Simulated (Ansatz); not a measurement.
# CH4AlFSe: one species, many methods

An exercise on one series of results from a longer session: the logs are not shown, and one member is left open.

Computed with Ansatz 0.2.0, Gaussian basis. Level: functionals in def2-TZVPP, the program's frozen cores in correlated methods.

Levels to be run: PBE-D4, r2SCAN-D4, PBE0-D4, B3LYP-D4, ωB97X-V, ωB97M-V, B2PLYP; CCSD(T)/def2-TZVPP; MP2/def2-QZVPP; extrapolation to the limit.

## Structure used throughout

All runs share one geometry, relaxed beforehand with PBE0-D4 in a triple-zeta def2 set.

SMILES `FC[Se][AlH2]`, 8 atoms, charge 0, spin multiplicity 1.

Atoms are counted from 1 here; the program's logs count them from 0.

Bond lengths: F1–C2 1.465 Å, C2–Se3 1.938 Å, C2–H5 1.087 Å, C2–H6 1.087 Å, Se3–Al4 2.405 Å, Al4–H7 1.582 Å, Al4–H8 1.580 Å. Angles: F1–C2–Se3 106.3°, F1–C2–H5 104.3°, F1–C2–H6 104.9°, Se3–C2–H5 114.0°, Se3–C2–H6 113.5°, H5–C2–H6 112.6°, C2–Se3–Al4 75.7°, Se3–Al4–H7 117.4°, Se3–Al4–H8 117.6°, H7–Al4–H8 122.2°.

Set-up of the first run:

Input file in.yaml:

```yaml
crystal:
  periodic: [false, false, false]
  atoms:
    - {symbol: F, position_ang: [-0.891635, 0.535285, -0.127457]}
    - {symbol: C, position_ang: [0.345713, 1.191489, 0.301075]}
    - {symbol: Se, position_ang: [1.593739, -0.227214, 0.729909]}
    - {symbol: Al, position_ang: [-0.257759, -1.359117, -0.307312]}
    - {symbol: H, position_ang: [0.639142, 1.796010, -0.553213]}
    - {symbol: H, position_ang: [0.059972, 1.792172, 1.160178]}
    - {symbol: H, position_ang: [-0.208489, -1.546830, -1.877380]}
    - {symbol: H, position_ang: [-1.188484, -2.239095, 0.618302]}
basis:
  gaussian: {orbitals: def2-TZVPP}
hamiltonian: {xc: pbe, dispersion: d4}
output: {forces: true, orbitals: {seedname: orbitals}}
```

Launch:

```console
$ ansatz run in.yaml --threads 4 --pin off --events-out ev --progress --plain --max-ram 10444MiB
```

Among the steps run: PBE-D4 (GGA); r2SCAN-D4 (meta-GGA); PBE0-D4 (hybrid); B3LYP-D4 (hybrid); ωB97X-V (range-separated); ωB97M-V (range-separated); B2PLYP (double hybrid); CCSD(T) in def2-TZVPP; MP2 in def2-QZVPP.

One table of the session follows, with a row left open; its other results are not shown here.

It belongs to the step «Atomisation energies». 

```
            method  atomisation energy (kcal/mol)
            PBE-D4                              ?
         r2SCAN-D4                          596.4
           PBE0-D4                          589.7
          B3LYP-D4                          589.9
           ωB97X-V                          596.9
           ωB97M-V                          593.8
            B2PLYP                          584.3
     HF/def2-TZVPP                          423.8
    MP2/def2-TZVPP                          588.3
   CCSD/def2-TZVPP                          569.3
CCSD(T)/def2-TZVPP                          579.2
           MP2/CBS                          605.9
       CCSD(T)/CBS                          596.8
```

Q: Estimate the row for PBE-D4 from the others.

The run gave: atomisation energy (kcal/mol): 600.8. In the column «atomisation energy (kcal/mol)» it lies between ωB97X-V (596.9) and MP2/CBS (605.9).
